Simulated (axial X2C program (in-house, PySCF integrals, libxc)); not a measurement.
# Linear FInF⁻ at several levels

The task here is to estimate one member of a computed series from the others.

Computed with an in-house X2C program for linear molecules on PySCF integrals. Level: all-electron X2C, two-component (2c) or spin-free, F dyall-av3z, In dyall-v3z.

All values are calculated.

2 further runs of the same task are left out: 2 set aside as unsound or not needed.

The first run:

Contents of task.json:

```json
{"zs": [9, 49, 9], "q": -1, "bas": ["dyall-av3z", "dyall-v3z", "dyall-av3z"], "r0": [2.06, 2.06], "symm": 1, "scan": ["PBE0", "HF", "PBE"], "levels": ["PBE0", "HF", "TPSSh"], "nst": 2}
```

Keys: zs atomic numbers; q charge; bas basis sets; r0 starting distance in Å; symm equal bonds; scan levels of the two-bond scan (MP2 follows by itself at each HF point); levels methods; nst determinants followed.

Command:

```
> python solin.py task.json out
```

Masses F 18.998, In 114.904, F 18.998 u.

Among the steps run: Scan at PBE0, 2c; Scan at HF, 2c; Scan at PBE, 2c.

One table of the session follows, with a row left open; its other results are not shown here.

```
          level  r(F–In) (Å)  r(In–F) (Å)  lower stretch (cm⁻¹)  upper stretch (cm⁻¹)
       PBE0, 2c            ?            ?                     ?                     ?
         HF, 2c        2.226        2.226                 265.8                 298.3
        PBE, 2c        2.250        2.250                 285.8                 299.6
        MP2, 2c        2.215        2.215                 308.6                 318.9
PBE0, spin-free        2.222        2.222                 291.9                 309.2
  HF, spin-free        2.225        2.225                 266.2                 298.2
 PBE, spin-free        2.249        2.249                 286.1                 299.5
 MP2, spin-free        2.214        2.214                 308.9                 318.8
```

Q: Estimate the row for PBE0, 2c from the others.

The run gave: r(F–In) (Å): 2.223; r(In–F) (Å): 2.223; lower stretch (cm⁻¹): 291.6; upper stretch (cm⁻¹): 309.4. In the column «r(F–In) (Å)» it lies between PBE0, spin-free (2.222) and HF, spin-free (2.225).

Scans not shown above were run alike.

To keep in mind: For an anion the highest level of a functional can be positive, and the basis then holds the extra electron. The molecule was held linear; bending was not examined, so a bent shape may lie lower.
